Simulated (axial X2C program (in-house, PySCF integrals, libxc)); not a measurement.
**A two-component session on SbB⁻: properties at the nuclei**

Aim: properties at the nuclei of SbB⁻, with spin–orbit coupling in the Hamiltonian from the start.

Program: an in-house X2C program for linear molecules on PySCF integrals. Level of theory: two-component X2C with atomic mean-field terms, Sb dyall-acv3z, B dyall-av3z. These are calculated values, not measurements.

### Step 1. Set-up

task.json

```json
{
 "zs": [
  51,
  5
 ],
 "q": -1,
 "bas": [
  "dyall-acv3z",
  "dyall-av3z"
 ],
 "r0": 2.25,
 "levels": [
  "PBE0",
  "HF",
  "PBE50",
  "BP86",
  "LDA"
 ],
 "nst": 3
}
```

Keys: zs atomic numbers; q charge; bas basis sets; r0 starting distance in Å; levels methods (HF also brings MP2); nst determinants followed.

Run with:

```sh
> python soeom.py task.json out
```

After this run come: Expectation values, lowest determinant; Expectation values, a higher determinant; Expectation values, a higher determinant.

What does the calculation give? Wanted: lowest determinant; Eeff magnitude; Ws magnitude Sb; A∥/gI Sb; qzz Sb; higher determinant (for each run or level that gives them).

**Answer**, as computed:

| quantity | value |
| --- | --- |
| lowest determinant | Ω = 1/2 (excess of +ω over −ω: ω = 1/2) |
| Eeff magnitude (GV/cm), PBE0 | 1.83 |
| Ws magnitude Sb (kHz), PBE0 | 1.99 |
| A∥/gI Sb (MHz), PBE0 | 128 |
| qzz Sb (a.u.), PBE0 | 0.21 |
| higher determinant | Ω = 3/2 (excess of +ω over −ω: ω = 3/2) |
| Eeff magnitude (GV/cm), PBE0, higher determinant | 0.547 |
| Ws magnitude Sb (kHz), PBE0, higher determinant | 0.14 |
| A∥/gI Sb (MHz), PBE0, higher determinant | 276 |
| qzz Sb (a.u.), PBE0, higher determinant | -5.19 |
| higher determinant | Ω = 7/2 (excess of +ω over −ω: ω = 1/2, 2 × ω = 3/2) |
| Eeff magnitude (GV/cm), PBE0, higher determinant | 3.05 |
| Ws magnitude Sb (kHz), PBE0, higher determinant | 0.497 |
| A∥/gI Sb (MHz), PBE0, higher determinant | 184 |
| qzz Sb (a.u.), PBE0, higher determinant | -1.64 |

In the first state, the effective field runs from 0.479 to 1.96 GV/cm over the mean-field levels, so the levels don't agree on it. The expectation values come from single determinants, which for open shells can mix terms of unlike spin or miss the lowest Ω, so a determinant need not be a state. Eeff is the effective electric field on the electron dipole moment in this Ω state and Ws the scalar–pseudoscalar constant (defined with the proton number Z and per Ω); A∥ is the parallel hyperfine constant, which follows by multiplying with the nuclear g factor gI = μI/(I μN); qzz is the electric field gradient, eQq0 = 234.96 MHz × Q/barn × qzz. The operators were transformed with the bare-nucleus X2C matrices.
